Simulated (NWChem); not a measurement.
# CH6NPSi (SMILES C1NP[SiH2]1): HF/def2-SVP

Aim: the vertical ionisation energy of CH6NPSi at HF/def2-SVP, from 2 runs. 

The calculation is run with NWChem 7.3.0.

### 1 The system as given

CH6NPSi has 10 atoms, charge 0, and is taken as a singlet. SMILES: `C1NP[SiH2]1`. Geometry: relaxed at PBE0-D4/def2-TZVP.

Bond lengths: C1–N2 1.466 Å, N2–P3 1.737 Å, C1–Si4 1.900 Å, P3–Si4 2.263 Å, C1–H5 1.094 Å, C1–H6 1.100 Å, N2–H7 1.012 Å, P3–H8 1.446 Å, Si4–H9 1.486 Å, Si4–H10 1.487 Å. Some angles: C1–N2–P3 108.8°, N2–C1–Si4 91.6°, N2–P3–Si4 73.5°, C1–Si4–P3 77.1°, C1–N2–H7 117.6°, P3–N2–H7 119.0°, N2–C1–H5 113.0°, N2–C1–H6 113.4°, Si4–C1–H5 118.7°, Si4–C1–H6 110.6°.

### 2 Energy and gradient at HF/def2-SVP

test.nw reads:

```
start test
title "CH6NPSi"
memory stack 880 mb heap 220 mb global 1100 mb

geometry units angstroms noautosym nocenter noautoz
C    -0.518900    0.753700   -0.280300
N     0.388700    0.867200    0.865200
P     0.973900   -0.716000    1.275900
Si    0.382300   -0.797300   -0.907400
H    -0.525900    1.647300   -0.910700
H    -1.554200    0.512400    0.003600
H     0.126500    1.500500    1.609100
H    -0.253100   -1.393600    1.631500
H     1.493100   -0.499900   -1.848100
H    -0.429200   -1.925500   -1.435800
end

basis spherical bse
* library def2-SVP
end

scf
thresh 1e-08
maxiter 80
noprint "final vectors analysis"
end

task scf gradient
```

Run with:

```console
$ nwchem test.nw > test.out
```

What it wrote:

```text
[...]
  functions       =    94
[...]
  wavefunction    = RHF
[...]
         Total SCF energy =   -725.176219930488
      One-electron energy =  -1444.181575941347
      Two-electron energy =    496.636139191893
 Nuclear repulsion energy =    222.369216818966
        Time for solution =     10.3s
[...]
                         RHF ENERGY GRADIENTS
    atom               coordinates                        gradient
                 x          y          z           x          y          z
   1 C      -0.980579   1.424286  -0.529690    0.000804  -0.002218  -0.000335
   2 N       0.734536   1.638770   1.634991    0.006354  -0.005618  -0.006767
   3 P       1.840404  -1.353044   2.411101    0.002954   0.006102  -0.003071
   4 Si      0.722442  -1.506679  -1.714737   -0.003440   0.003197   0.009218
   5 H      -0.993807   3.112946  -1.720973    0.000486   0.000703  -0.000856
   6 H      -2.937012   0.968296   0.006803   -0.000984  -0.001907  -0.000179
   7 H       0.239050   2.835534   3.040758   -0.002201   0.003142   0.005699
   8 H      -0.478290  -2.633522   3.083088   -0.004491  -0.002835  -0.001726
   9 H       2.821550  -0.944674  -3.492403    0.002081   0.000977  -0.000818
  10 H      -0.811070  -3.638667  -2.713269   -0.001562  -0.001543  -0.001166
[...]
```

Wall time 15 s (1 thread of Intel Xeon 6975P-C (Granite Rapids), shared host); peak memory 0.099 GiB.

### 3 The doublet cation: the energy at UHF/def2-SVP

ch6npsi.nw reads:

```
start ch6npsi
title "CH6NPSi"
memory stack 880 mb heap 220 mb global 1100 mb
charge 1

geometry noautosym nocenter noautoz
   C    -0.518900    0.753700   -0.280300
   N     0.388700    0.867200    0.865200
   P     0.973900   -0.716000    1.275900
   Si    0.382300   -0.797300   -0.907400
   H    -0.525900    1.647300   -0.910700
   H    -1.554200    0.512400    0.003600
   H     0.126500    1.500500    1.609100
   H    -0.253100   -1.393600    1.631500
   H     1.493100   -0.499900   -1.848100
   H    -0.429200   -1.925500   -1.435800
end

basis "ao basis" spherical bse
   C library def2-SVP
   N library def2-SVP
   P library def2-SVP
   Si library def2-SVP
   H library def2-SVP
end

scf
   doublet
   uhf
   thresh 1e-08
   maxiter 80
end

task scf energy
```

Run with:

```console
$ nwchem ch6npsi.nw > ch6npsi.out
```

What it wrote:

```text
[...]
  functions       =    94
[...]
  wavefunction    = UHF
[...]
         Total SCF energy =   -724.874774247854
      One electron energy =  -1432.962125861966
      Two electron energy =    485.718134795146
 Nuclear repulsion energy =    222.369216818966
                       Sz =      0.5000
                 Sz(Sz+1) =      0.7500
                      S^2 =      0.7607
[...]
```

Wall time 49 s (1 thread of Intel Xeon 6975P-C (Granite Rapids), shared host); peak memory 0.097 GiB.

### 4 What came out

Level: HF/def2-SVP.

| quantity | value |
| --- | --- |
| singlet CH6NPSi: total energy | -725.17622 Eh |
| singlet CH6NPSi: dipole moment | 1.76 D |
| singlet CH6NPSi: largest force on an atom | 0.558 eV/Å |
| doublet cation: total energy | -724.87477 Eh |
| doublet cation: HOMO energy (highest over α and β) | -15.86 eV |
| doublet cation: LUMO energy (lowest over α and β) | -7.04 eV |
| doublet cation: ⟨S²⟩ | 0.761 |
| vertical ionisation energy (to the doublet cation) | 8.203 eV |

Removing an electron at fixed nuclei costs 8.20 eV (791 kJ/mol). The largest force (singlet CH6NPSi) is 0.56 eV/Å: the shape isn't a stationary point for this species at this level.
